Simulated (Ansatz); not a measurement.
**C₂H₃BClN: a rigid scan of the angle C1–B2–Cl3**

The task here is to estimate one member of a computed series from the others.

The runs use Ansatz 0.2.0, Gaussian basis; single points in def2-TZVPP.

Levels: PBE-D4, r2SCAN-D4, PBE0-D4, B3LYP-D4, wB97M-V, Hartree-Fock, MP2, CCSD, CCSD(T). The scan takes 93.1, 100.6, 108.1, 115.6, 123.1, 130.6, 138.1, 145.6, 153.1°.

Correlated methods freeze the cores. B3LYP uses VWN-RPA correlation.

27 further runs of the same task are left out: 27 set aside as unsound or not needed.

**Starting geometry**

SMILES `CB(Cl)C#N`, 8 atoms, charge 0, spin multiplicity 1.

Atoms are counted from 1 here; the program's logs count them from 0.

Bond lengths: C1–B2 1.579 Å, C1–H6 1.039 Å, C1–H7 1.147 Å, C1–H8 1.103 Å, B2–Cl3 1.814 Å, B2–C4 1.528 Å, C4–N5 1.174 Å. Angles: B2–C1–H6 113.7°, B2–C1–H7 106.7°, B2–C1–H8 106.9°, H6–C1–H7 109.2°, H6–C1–H8 113.0°, H7–C1–H8 106.9°, C1–B2–Cl3 118.0°, C1–B2–C4 125.3°, Cl3–B2–C4 116.7°, B2–C4–N5 173.5°.

Coordinates:

```xyz
8
charge 0, multiplicity 1
C    -0.49940   -0.68180    0.67740
B     0.55720    0.09690   -0.20120
Cl    2.29880   -0.39530   -0.07520
C     0.23600    1.24120   -1.16170
N    -0.13700    2.07580   -1.89790
H    -0.07830   -1.40460    1.29390
H    -1.03110    0.10200    1.32400
H    -1.25400   -1.09130   -0.01510
```

The first run:

pre/in.yaml reads:

```yaml
crystal:
  periodic: [false, false, false]
  atoms:
    - {symbol: C, position_ang: [-0.499400, -0.681800, 0.677400]}
    - {symbol: B, position_ang: [0.557200, 0.096900, -0.201200]}
    - {symbol: Cl, position_ang: [2.298800, -0.395300, -0.075200]}
    - {symbol: C, position_ang: [0.236000, 1.241200, -1.161700]}
    - {symbol: N, position_ang: [-0.137000, 2.075800, -1.897900]}
    - {symbol: H, position_ang: [-0.078300, -1.404600, 1.293900]}
    - {symbol: H, position_ang: [-1.031100, 0.102000, 1.324000]}
    - {symbol: H, position_ang: [-1.254000, -1.091300, -0.015100]}
basis:
  gaussian: {orbitals: def2-SVP}
hamiltonian: {xc: pbe, dispersion: d4}
relax: {f_tol: 0.03, max_steps: 250}
```

No record of the launch command was kept for these runs.

Among the steps run: A first relaxation in a small basis; Finding the minimum; Reference energies at the minimum; C1–B2–Cl3 = 93.1°; C1–B2–Cl3 = 100.6°; C1–B2–Cl3 = 108.1°; C1–B2–Cl3 = 115.6°; C1–B2–Cl3 = 123.1°; C1–B2–Cl3 = 130.6°; C1–B2–Cl3 = 138.1°; C1–B2–Cl3 = 145.6°; C1–B2–Cl3 = 153.1°.

One of the session's tables, all rows but one given; the rest of the session is left out.

Energies less that of the minimum at the same level (meV):

| angle (°) | PBE-D4 | PBE0-D4 | B3LYP-D4 | wB97M-V | Hartree-Fock |
| --- | --- | --- | --- | --- | --- |
| 93.1 | 1276 | 1317 | 1357 | 1341 | 1557 |
| 100.6 | 643 | 666 | 687 | 676 | 796 |
| 108.1 | 264 | 275 | 284 | 279 | 335 |
| 115.6 | ? | ? | ? | ? | ? |
| 123.1 | 0 | 0 | 0 | 0 | 0 |
| 123.1 (minimum) | 0 | 0 | 0 | 0 | 0 |
| 130.6 | 62 | 62 | 63 | 62 | 65 |
| 138.1 | 247 | 251 | 258 | 252 | 280 |
| 145.6 | 570 | 582 | 600 | 588 | 664 |
| 153.1 | 1061 | 1086 | 1123 | 1104 | 1256 |

**Question.** Estimate the row for angle (°) = 115.6.

Worked estimate for «PBE-D4». A straight line through the neighbours (108.1, 264) and (123.1, 0) gives 264 + (0 − 264) × (115.6 − 108.1) / (123.1 − 108.1) = 132; a parabola fitted to 4 rows on both sides gives 59.

As computed: PBE-D4: 62; PBE0-D4: 66; B3LYP-D4: 68; wB97M-V: 67; Hartree-Fock: 84. In «PBE-D4» the line misses by +70 and the parabola by -3.

Caveats from the session: A polynomial through the near points puts the CCSD(T) minimum at the PBE0-D4 value.
